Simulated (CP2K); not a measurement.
## NbTe under changes of volume

One of the cells (21.934 Å³/atom); the others are scaled copies at fixed shape and fractional positions:

```
Te Nb
1.0
     3.70297    0.00000    0.00000
    -1.85149    3.20687    0.00000
     0.00000    0.00000    3.69421
Te Nb
1 1
Direct
  0.66667 0.33333 0.00000
  0.00000 0.00000 0.50000
```

The cell comes from a database or a generator and needn't be the stable form of this composition.

```yaml
Program: CP2K 2026.2
Functional: PBEsol
Potentials_or_basis: POTENTIAL_UZH Te GTH-PBE-q6, Nb GTH-PBE-q13; TZVP-MOLOPT-PBE-GTH basis
Density_cutoff: 6123 eV
k_mesh: 8 × 8 × 7
Occupations: fermi-dirac, width 0.05 eV
Spin: no spin polarisation
```

```csv
volume (Å³/atom),energy over the lowest point (meV/atom),pressure (GPa)
20.618,21.74,7.2
21.057,6.59,3.9
21.496,0.00,1.0
21.934,1.05,-1.6
22.373,8.92,-4.0
22.812,22.87,-6.1
23.250,?,?
```

Q: What does the run at 23.250 Å³/atom give?

A: Energy over the lowest point 42.24 meV/atom; pressure -8.0 GPa.

Worked out: A Birch-Murnaghan fit of order 3 (a polynomial in V^(-2/3)) to the other rows has its minimum at 21.65 Å³/atom with B0 = V·E''(V) = 132 GPa and B' = 4.6 at fixed shape and positions, which overstates the stiffness. It gives 42.21 meV/atom at 23.250 Å³/atom, against the run's 42.24, and -dE/dV = -8.0 GPa, against -8.0.

Energies are extrapolated to zero smearing.

Caveats: with these potentials and basis sets, volumes of gold and of layered tellurides can stand 1.5 % and more from those of plane-wave programs; the potentials were made for another functional, which shifts forces and pressure; the basis of atomic orbitals isn't converged, which shifts pressures, moduli and gaps.
